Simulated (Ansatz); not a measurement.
**CH₄GeS: basis-set convergence**

How large a basis does CH₄GeS need? Two functionals are run in growing sets.

Computed with Ansatz 0.2.0, Gaussian basis. Level: one geometry, several basis sets.

Plan: PBE0-D4/def2-SVP; ωB97M-V/def2-SVP; PBE0-D4/def2-QZVPP; ωB97M-V/def2-QZVPP; the functionals' def2-TZVPP values are taken from earlier runs.

### Step 1. Structure used throughout

An earlier PBE0-D4 in a triple-zeta def2 set relaxation fixed the geometry.

SMILES `[CH3][Ge][SH]`, 7 atoms, charge 0, spin multiplicity 1.

Atoms are counted from 1 here; the program's logs count them from 0.

Bond lengths: C1–Ge2 1.996 Å, C1–H4 1.094 Å, C1–H5 1.094 Å, C1–H6 1.091 Å, Ge2–S3 2.229 Å, S3–H7 1.343 Å. Angles: Ge2–C1–H4 110.7°, Ge2–C1–H5 110.3°, Ge2–C1–H6 110.4°, H4–C1–H5 107.7°, H4–C1–H6 108.9°, H5–C1–H6 108.8°, C1–Ge2–S3 93.9°, Ge2–S3–H7 95.9°.

### Step 2. PBE0-D4 in def2-SVP

in.yaml

```yaml
crystal:
  periodic: [false, false, false]
  atoms:
    - {symbol: C, position_ang: [-0.858531, 0.665966, -0.262165]}
    - {symbol: Ge, position_ang: [0.260275, -0.077457, 1.214371]}
    - {symbol: S, position_ang: [1.541898, -1.278927, -0.156988]}
    - {symbol: H, position_ang: [-1.328215, -0.138753, -0.834528]}
    - {symbol: H, position_ang: [-0.238556, 1.246154, -0.951786]}
    - {symbol: H, position_ang: [-1.637549, 1.314926, 0.140881]}
    - {symbol: H, position_ang: [2.321876, -1.799810, 0.804517]}
basis:
  gaussian: {orbitals: def2-SVP}
hamiltonian: {xc: pbe0, dispersion: d4}
output: {orbitals: {seedname: orbitals}}
```

The run is started by

```bash
> ansatz run in.yaml --threads 2 --pin off --events-out ev --progress --plain --max-ram 22528MiB --backend cpu
```

Further steps of the session: ωB97M-V in def2-SVP; PBE0-D4 in def2-QZVPP; ωB97M-V in def2-QZVPP.

**Question.** What will the summary of the whole plan be? Wanted: PBE0-D4: double and triple zeta above quadruple; ωB97M-V: double and triple zeta above quadruple.

The runs gave:

| quantity | value |
| --- | --- |
| PBE0-D4: double and triple zeta above quadruple | 13.74, 1.62 eV |
| ωB97M-V: double and triple zeta above quadruple | 13.74, 1.57 eV |

In words: For PBE0-D4 the step from double to triple zeta gains 12.13 eV and the next only 1.62 eV. These are total energies; as a rule much of such shifts cancels in differences, which this series doesn't test.
